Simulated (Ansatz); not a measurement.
**BiTe (CsCl type): a single-point run**

Aim: a sound single-point run of BiTe (CsCl type). The structure is shown as the input types it.

Program: Ansatz 0.2.0. Level of theory: DFT PBE, scalar-relativistic, plane waves, PAW. These are calculated values, not measurements.

3 further runs of the same task are left out: 1 for a known fault of the program, 2 that didn't finish.

### 1 The starting structure

It takes space group Pm-3m (No. 221, cubic). The conventional cell has a = 3.913 Å, b = 3.913 Å, c = 3.913 Å, α = 90.00°, β = 90.00°, γ = 90.00°. Bi (site symmetry m-3m) has 8 Te at 3.39 Å as nearest neighbours. Te (site symmetry m-3m) is surrounded by 8 Bi at 3.39 Å.

Coordinates:

```cif
data_structure
_symmetry_space_group_name_H-M 'P 1'
_symmetry_Int_Tables_number 1
_cell_length_a 3.9133
_cell_length_b 3.9133
_cell_length_c 3.9133
_cell_angle_alpha 90.000
_cell_angle_beta 90.000
_cell_angle_gamma 90.000
_cell_volume 59.93
loop_
_atom_site_label
_atom_site_type_symbol
_atom_site_fract_x
_atom_site_fract_y
_atom_site_fract_z
_atom_site_occupancy
Bi1 Bi 0.00000 0.00000 0.00000 1
Te1 Te 0.50000 0.50000 0.50000 1
```

### 2 The run

input.yaml reads:

```yaml
crystal:
  lattice:
    - [3.9133058495, 0.0, 0.0]
    - [0.0, 3.9133058495, 0.0]
    - [0.0, 0.0, 3.9133058495]
  atoms:
    - { symbol: Bi, position: [0.0, 0.0, 0.0] }
    - { symbol: Te, position: [0.5, 0.5, 0.5] }
basis:
  ecutwfc: 420
  ecutrho_ratio: 4
kpoints:
  mp_grid: { grid: [1, 1, 1] }
hamiltonian:
  xc: pbe
scf:
  occupations: { method: gaussian, width: 0.05 }
  max_iter: 75
output:
  forces: true
  stress: true
```

Command:

```sh
$ ansatz run input.yaml --threads 2 --pin off --max-ram 2662MiB --backend cpu --events-out ev --progress --plain --runs-dir out
```

Q: Will this input give a usable result? If not, why, and what should change?

This run ends as converged. Convergence says nothing about whether the input makes sense.

Look at the input: kpoints.mp_grid.grid is [1, 1, 1]. Band dispersion is ignored when only one k-point is used.

To check: set kpoints.mp_grid.grid to [10, 10, 10].
